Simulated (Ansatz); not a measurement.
# Cl2F2H2Si2: a ladder of functionals and wavefunction methods

The task here is to estimate one member of a computed series from the others.

The runs use Ansatz 0.2.0, Gaussian basis; functionals in def2-TZVPP, the program's frozen cores in correlated methods.

Levels to be run: PBE-D4, r2SCAN-D4, PBE0-D4, B3LYP-D4, ωB97X-V, ωB97M-V, B2PLYP; CCSD(T)/def2-TZVPP; MP2/def2-QZVPP; extrapolation to the limit.

### The relaxed structure

An earlier PBE0-D4 in a triple-zeta def2 set relaxation fixed the geometry.

SMILES `F[Si@H](Cl)[Si@@H](F)Cl`, 8 atoms, charge 0, spin multiplicity 1.

Atoms are counted from 1 here; the program's logs count them from 0.

Bond lengths: F1–Si2 1.594 Å, Si2–Cl3 2.042 Å, Si2–Si4 2.348 Å, Si2–H7 1.479 Å, Si4–F5 1.594 Å, Si4–Cl6 2.042 Å, Si4–H8 1.479 Å. Angles: F1–Si2–Cl3 108.5°, F1–Si2–Si4 108.2°, F1–Si2–H7 108.2°, Cl3–Si2–Si4 108.5°, Cl3–Si2–H7 108.6°, Si4–Si2–H7 114.7°, Si2–Si4–F5 108.2°, Si2–Si4–Cl6 108.5°, Si2–Si4–H8 114.7°, F5–Si4–Cl6 108.5°, F5–Si4–H8 108.2°, Cl6–Si4–H8 108.6°.

The first run:

The input, in.yaml:

```yaml
crystal:
  periodic: [false, false, false]
  atoms:
    - {symbol: F, position_ang: [-2.080269, 0.903870, 0.120908]}
    - {symbol: Si, position_ang: [-0.958957, -0.066012, 0.705964]}
    - {symbol: Cl, position_ang: [-1.664365, -1.981419, 0.645984]}
    - {symbol: Si, position_ang: [0.930218, 0.074544, -0.681051]}
    - {symbol: F, position_ang: [2.051587, -0.895254, -0.095968]}
    - {symbol: Cl, position_ang: [1.635362, 1.990075, -0.620828]}
    - {symbol: H, position_ang: [-0.719103, 0.304727, 2.117547]}
    - {symbol: H, position_ang: [0.690526, -0.296132, -2.092658]}
basis:
  gaussian: {orbitals: def2-TZVPP}
hamiltonian: {xc: pbe, dispersion: d4}
output: {forces: true, orbitals: {seedname: orbitals}}
```

Started as:

```console
> ansatz run in.yaml --threads 4 --pin off --events-out ev --progress --plain --max-ram 10444MiB
```

Among the steps run: PBE-D4 (GGA); r2SCAN-D4 (meta-GGA); PBE0-D4 (hybrid); B3LYP-D4 (hybrid); ωB97X-V (range-separated); ωB97M-V (range-separated); B2PLYP (double hybrid); CCSD(T) in def2-TZVPP; MP2 in def2-QZVPP.

One table of the session follows, with a row left open; its other results are not shown here.

```
            method  atomisation energy (kJ/mol)
            PBE-D4                       2864.2
         r2SCAN-D4                       2858.3
           PBE0-D4                       2815.2
          B3LYP-D4                            ?
           ωB97X-V                       2864.5
           ωB97M-V                       2850.9
            B2PLYP                       2791.6
     HF/def2-TZVPP                       2133.3
    MP2/def2-TZVPP                       2858.8
   CCSD/def2-TZVPP                       2708.8
CCSD(T)/def2-TZVPP                       2755.6
           MP2/CBS                       2961.8
       CCSD(T)/CBS                       2858.6
```

Q: Estimate the row for B3LYP-D4 from the others.

**Answer.** atomisation energy (kJ/mol): 2806.1. In the column «atomisation energy (kJ/mol)» it lies between B2PLYP (2791.6) and PBE0-D4 (2815.2).

Limits of these values: Free atoms (2 F, 2 Si, 2 Cl, 2 H) were run apart at each level; the atomisation energy is their sum less the molecule, without zero-point or spin-orbit terms.
